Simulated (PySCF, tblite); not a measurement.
**C7H11 radical: geometry, infrared bands and EPR parameters**

What infrared bands and EPR parameters should C7H11 radical (`C#C[C@@]([CH2])(C)CC`) show?

Programs: tblite 0.8.0 and PySCF 2.14.0, with density-fitted response routines of our own. Each step states its level of theory. These are calculated values for one molecule in the gas phase, unless marked as measured. Atoms count from 0, in the outputs and in this text.

## (1) Starting geometry

18 atoms, charge 0, multiplicity 2; geometry from: force field or distance geometry start.

Bonds of the start (Å): C0–C1 1.20, C1–C2 1.49, C2–C3 1.49, C2–C4 1.55, C2–C5 1.54, C5–C6 1.53, C0–H7 1.07, C3–H8 1.08, C3–H9 1.10, C4–H10 1.10, C4–H11 1.10, C4–H12 1.09, C5–H13 1.09, C5–H14 1.10, C6–H15 1.11, C6–H16 1.09, C6–H17 1.10.

## (2) Geometry optimisation with GFN2-xTB

Job settings and geometry (Å):

```
{"job": {"kind": "relax", "xc": "GFN2-xTB", "basis": "xTB"}, "charge": 0, "multiplicity": 2}
C      0.478300     2.617200    -0.300100
C      0.047500     1.511500    -0.133200
C     -0.456400     0.132400     0.093100
C     -0.599000    -0.090500     1.560200
C     -1.863400     0.027100    -0.537800
C      0.465500    -0.905400    -0.576100
C      1.890000    -0.956800    -0.013200
H      0.847100     3.611600    -0.448600
H     -0.841300     0.715400     2.239700
H     -0.629700    -1.109000     1.966700
H     -2.296800    -0.970300    -0.400000
H     -2.563800     0.755100    -0.112900
H     -1.828700     0.219800    -1.614900
H      0.035100    -1.907700    -0.482100
H      0.539300    -0.691900    -1.648400
H      1.889400    -1.228800     1.063000
H      2.408300    -0.000000    -0.122500
H      2.469700    -1.723400    -0.544600
```

The run is started by

```console
$ OMP_NUM_THREADS=1 python probes_run.py task.json out
```

The driver reads the jobs from task.json and runs them one after another.

**Question.** This job is followed by: GFN2-xTB harmonic vibrations, gas phase; UKS B3LYP, pcH-1 on C H, non-relativistic, mean-field spin-orbit, GIAO. What will the session give for the following? strongest single infrared mode (GFN2-xTB); zero-point energy (GFN2-xTB); g(iso) (B3LYP); ⟨S²⟩; largest a(iso) (averaged by class); potential on the surface of density 0.002 e/bohr³, 1st and 99th percentile.

**Answer**, as computed:

```
                                                                  quantity                 value
                                 strongest single infrared mode (GFN2-xTB)  3030 cm⁻¹, 52 km/mol
                                              zero-point energy (GFN2-xTB)         95.0 kcal/mol
                                                            g(iso) (B3LYP)               2.00257
                                                                      ⟨S²⟩    0.754 (exact 0.75)
                                        largest a(iso) (averaged by class)   13C on C3, 92.1 MHz
potential on the surface of density 0.002 e/bohr³, 1st and 99th percentile    -0.82 V and 1.23 V
```

What this shows: The optimisation took 77 steps and gained 0.087 eV; among the close pairs (by a distance rule), C1–C2 changed most, from 1.486 to 1.457 Å. All 48 modes are real, so the xTB geometry is a minimum. GFN2-xTB is a fitted tight-binding method: band positions and strengths are rough. Its intensities can rank the bands wrongly. Most of the unpaired spin sits on C3 (1.09 e). The isotropic g lies 0.3 ppt above the free-electron value. The conformer search found further structures of the same energy, which may be mirror or relabelled copies of this one.
